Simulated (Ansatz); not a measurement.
**TePd: a single-point run**

Wanted: a converged single-point run for TePd, and a check of what comes out. The structure is shown as the input types it.

Computed with Ansatz 0.2.0 (DFT, PBEsol, all-electron PAW with datasets made for the crystal, scalar-relativistic, unless a step's input says otherwise).

### 1 The structure to begin with

The structure is hexagonal, space group P6_3/mmc (No. 194). The conventional cell has a = 2.927 Å, b = 2.927 Å, c = 4.017 Å, α = 90.00°, β = 90.00°, γ = 120.00°. Te (site symmetry -6m2) is surrounded by 6 Pd at 1.97 Å. Around Pd (site symmetry -3m) lie 6 Te at 1.97 Å and 2 Pd at 2.01 Å.

Coordinates:

```
CELL_PARAMETERS angstrom
2.92741 0.00000 0.00000
-1.46370 2.53521 0.00000
0.00000 0.00000 4.01660
ATOMIC_POSITIONS crystal
Te 0.33333 0.66667 0.25000
Te 0.66667 0.33333 0.75000
Pd 0.00000 0.00000 0.00000
Pd 0.00000 0.00000 0.50000
```

### 2 The calculation

File input.yaml:

```yaml
crystal:
  lattice:
    - [2.92740533, 0.0, 0.0]
    - [-1.46370267, 2.53520738, 0.0]
    - [0.0, 0.0, 4.01659996]
  atoms:
    - { symbol: Te, position: [0.3333333333, 0.6666666667, 0.25] }
    - { symbol: Te, position: [0.6666666667, 0.3333333333, 0.75] }
    - { symbol: Pd, position: [0.0, 0.0, 0.0] }
    - { symbol: Pd, position: [0.0, 0.0, 0.5] }
kpoints:
  mp_grid: { grid: [9, 9, 6] }
  band_path:
    path:
      - [0.0, 0.0, 0.0]
      - [0.5, 0.0, 0.0]
      - [0.3333333333, 0.3333333333, 0.0]
      - [0.0, 0.0, 0.0]
      - [0.0, 0.0, 0.5]
      - [0.5, 0.0, 0.5]
      - [0.3333333333, 0.3333333333, 0.5]
      - [0.0, 0.0, 0.5]
      - [0.5, 0.0, 0.5]
    npoints: 8
scf:
  occupations: { method: fermi_dirac, width: 0.05 }
  max_iter: 75
hamiltonian:
  xc: pbesol
  pseudopotentials: { kind: all_electron, datasets: crystal }
output:
  forces: true
  stress: true
  eigenvalues: true
  efg: { contact_densities: true }
```

On the command line:

```bash
$ ansatz run input.yaml --threads 1 --pin off --max-ram 4096MiB --backend cpu --events-out ev --progress --plain --runs-dir out
```

**Question.** How will this run end, and is anything wrong with its input?

This run ends as converged, with warnings (crystal datasets made, gradients without spin orbit). It gives a pressure of 1400 GPa, which is large; a structure far from rest gives such values too, whatever the setting.

The structure was scaled down until the atoms press into each other. The shortest distance in the input is 1.97 Å, between atoms 1 (Te) and 3 (Pd).

The cure: restore the intended size.
